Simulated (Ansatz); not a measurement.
# GeH₂ (singlet): the correlation ladder at a displaced geometry (v1), cc-pVDZ

An exercise on one series of results from a longer session: the logs are not shown, and one member is left open.

Method: cc-pVDZ, core rule «outside noble gas», up to 14 orbitals frozen; program: Ansatz 0.2.0, Gaussian basis.

Plan: UHF; CCSD(T) on RHF; CCSD(T) on UHF; BCCD(T) on RHF; CISD; CCSDT(Q) on RHF; CCSDT(Q) on UHF; CCSDTQ on RHF; CASSCF and MRCISD+Q, 6 electrons in 6 orbitals; CASSCF and NEVPT4(SD), 6 electrons in 6 orbitals; CASSCF and NEVPT2, 6 electrons in 6 orbitals; Full CI.

15 further runs of the same task are left out: 1 for a mislabelled method, 5 that didn't finish, 9 set aside as unsound or not needed.

**The system**

The geometry is a PBE0/def2-TZVP stationary point (not a proven minimum) with its atoms shifted at random (size 0.040 Å). No spin-orbit coupling is included. The filled d shell of Ge may be among the frozen orbitals whatever the setting's name suggests; the logs give the count.

3 atoms, charge 0, spin multiplicity 1.

Atoms are counted from 1 here; the program's logs count them from 0.

Bond lengths: Ge1–H2 1.591 Å, Ge1–H3 1.588 Å. Angles: H2–Ge1–H3 88.9°.

Set-up of the first run:

The input, in.yaml:

```yaml
crystal:
  periodic: [false, false, false]
  atoms:
    - {symbol: Ge, position_ang: [-0.000625, -0.030630, 0.000876]}
    - {symbol: H, position_ang: [-0.001458, 1.074077, -1.143765]}
    - {symbol: H, position_ang: [0.046506, 1.133381, 1.080604]}
basis:
  gaussian: {orbitals: cc-pVDZ}
magnetization: {spin_polarized: true, initial_magnetization: 0}
hamiltonian: {xc: hf}
output: {orbitals: {seedname: orbitals}}
```

The run is started by

```
ansatz run in.yaml --threads 1 --pin off --events-out ev --progress --plain --max-ram 2393MiB
```

Steps of the session up to this table: UHF; CCSD(T) on RHF; CCSD(T) on UHF; BCCD(T) on RHF; CISD; CCSDT(Q) on RHF; CCSDT(Q) on UHF; CCSDTQ on RHF; CASSCF and MRCISD+Q, 6 electrons in 6 orbitals; CASSCF and NEVPT4(SD), 6 electrons in 6 orbitals; CASSCF and NEVPT2, 6 electrons in 6 orbitals; Full CI.

One of the session's tables, all rows but one given; the rest of the session is left out.

It belongs to the step «Misses and costs». 

```
            method  from FCI (meV)
               RHF         +3067.9
               UHF               ?
              RMP2          +787.4
              CISD          +194.5
             RCCSD           +70.8
          RCCSD(T)           +16.6
           BCCD(T)           +16.5
            RCCSDT            +2.7
         RCCSDT(Q)            +0.6
           RCCSDTQ             0.0
    CASSCF valence         +1744.0
    NEVPT2 valence          +531.3
NEVPT4(SD) valence           +79.7
    MRCISD valence           +65.1
  MRCISD+Q valence            +2.3
               FCI               0
```

Estimate the missing values for UHF.

As computed: from FCI (meV): +3045.3. In the column «from FCI (meV)» it lies between CASSCF valence (+1744.0) and RHF (+3067.9).

Not comparable, so not listed: CCSD(T) on UHF; CCSDT(Q) on UHF (they don't share determinant, frozen orbitals or solution with the rows shown, or repeat one).
